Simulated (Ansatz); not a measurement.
# Hg: the cost of one run

Program: Ansatz 0.2.0. Level of theory: DFT PBEsol, scalar-relativistic, plane waves, PAW. These are calculated values, not measurements.

1 further run of the same task is left out (it didn't finish).

## Step 1: The system as given

Symmetry: I4_1/amd, No. 141, tetragonal system. Conventional cell: a = 5.860 Å, b = 5.860 Å, c = 3.145 Å, α = 90.00°, β = 90.00°, γ = 90.00°. Hg (site symmetry -4m2) has 6 Hg at 3.03 to 3.15 Å as nearest neighbours.

Coordinates:

```xyz
2
Lattice="-2.9298 2.9298 1.5726 2.9298 -2.9298 1.5726 2.9298 2.9298 -1.5726" Properties=species:S:1:pos:R:3 pbc="T T T"
Hg    0.0000    2.9298    0.7863
Hg    0.0000    0.0000    0.0000
```

The structure comes from the Materials Project (structure only).

## Step 2: The listed cell as it stands

Contents of input.yaml:

```yaml
crystal:
  lattice:
    - [-2.92975414, 2.92975414, 1.57255255]
    - [2.92975414, -2.92975414, 1.57255255]
    - [2.92975414, 2.92975414, -1.57255255]
  atoms:
    - { symbol: Hg, position: [0.75, 0.25, 0.5] }
    - { symbol: Hg, position: [0.0, 0.0, 0.0] }
basis:
  ecutwfc: 420
kpoints:
  mp_grid: { grid: [16, 16, 16] }
hamiltonian:
  xc: pbesol
scf:
  occupations: { method: gaussian, width: 0.1 }
output:
  forces: true
  stress: true
  eigenvalues: true
  populations: true
```

On the command line:

```console
> ansatz run input.yaml --threads 1 --pin off --max-ram 1331MiB --backend cpu --events-out ev --progress --plain --runs-dir out
```

Q: Estimate wall time and peak memory on 1 thread of an x86-64 CPU, shared host.

About 31 s, with a peak of 0.61 GiB.
